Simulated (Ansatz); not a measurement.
The system is BPd4.

```
Pd B
1.0
     2.89203    0.00000    0.00000
     0.00000    4.36501    0.00000
     0.00000    0.00000    5.85632
Pd B
4 1
Direct
  0.50000 0.00000 0.19758
  0.00000 0.00000 0.61947
  0.00000 0.50000 0.32916
  0.50000 0.50000 0.86756
  0.50000 0.00000 0.86323
```

The cell comes from a database or a generator and needn't be the stable form of this composition.

Base run:

| Property | Result |
| --- | --- |
| Program | Ansatz 0.2.0 |
| Functional | r2SCAN |
| Potentials or basis | Ansatz PAW |
| Cutoff | 500 eV (not typed: the program's choice for these potentials) |
| k mesh | 7 × 5 × 4 |
| Occupations | fermi-dirac, width 0.05 eV |
| Spin | no spin polarisation |

Its results: band gap on the k mesh none (metal or under the smearing width); pressure -4.6 GPa; largest force 0.322 eV/Å.

**Question.** After a change of settings the same cell gave: band gap on the k mesh none (metal or under the smearing width); pressure -13.3 GPa; largest force 0.222 eV/Å. Which change was it?
A. functional from r2SCAN to revPBE; cutoff from 500 eV (not typed: the program's choice for these potentials) to 420 eV (not typed: the program's choice for these potentials)
B. functional from r2SCAN to BLYP; cutoff from 500 eV (not typed: the program's choice for these potentials) to 420 eV (not typed: the program's choice for these potentials)
C. functional from r2SCAN to RPBE; cutoff from 500 eV (not typed: the program's choice for these potentials) to 420 eV (not typed: the program's choice for these potentials)
D. functional from r2SCAN to LDA; cutoff from 500 eV (not typed: the program's choice for these potentials) to 420 eV (not typed: the program's choice for these potentials)

**Answer.** D.

Caveats: the PAW data sets come from PBE, with cores solved anew for the run's functional, which leaves a small shift of forces and pressure.

Runs at the PBE level aren't shown here.
